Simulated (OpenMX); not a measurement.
WF:

```
CELL_PARAMETERS angstrom
1.36589 0.78860 5.06960
-1.36589 0.78860 5.06960
0.00000 -1.57719 5.06960
ATOMIC_POSITIONS crystal
W 0.81412 0.81412 0.81412
F 0.93712 0.93712 0.93712
```

The cell was built by a generator and needn't be a form met in nature.

Base run:

```yaml
Program: OpenMX 3.8.5
Functional: LDA
Potentials_or_basis: OpenMX 2013 LDA set, W7.0-s3p2d2f1, F6.0-s2p2d1, grid cutoff 400 Ry
k_mesh: 9 × 9 × 9
Occupations: fermi-dirac, width 0.05 eV
Spin: no spin polarisation
```

Its results: pressure -10.7 GPa.

Task: The run is repeated on the same cell with these changes: functional from LDA to PBE; potentials or basis from OpenMX 2013 LDA set, W7.0-s3p2d2f1, F6.0-s2p2d1, grid cutoff 400 Ry to OpenMX 2013 PBE set, W7.0-s3p2d2f1, F6.0-s2p2d1, grid cutoff 400 Ry. What comes out?

Result: Pressure 2.6 GPa.

Caveats: the real-space grid is too coarse here: the forces don't sum to zero and aren't listed, and the energy moves when atoms move against the grid; the basis of atomic orbitals isn't converged, which shifts pressures, moduli and gaps; an odd number of electrons without spin polarisation forces a metal; a magnetic or distorted state may lie lower.

Not every run made on this cell is shown here.
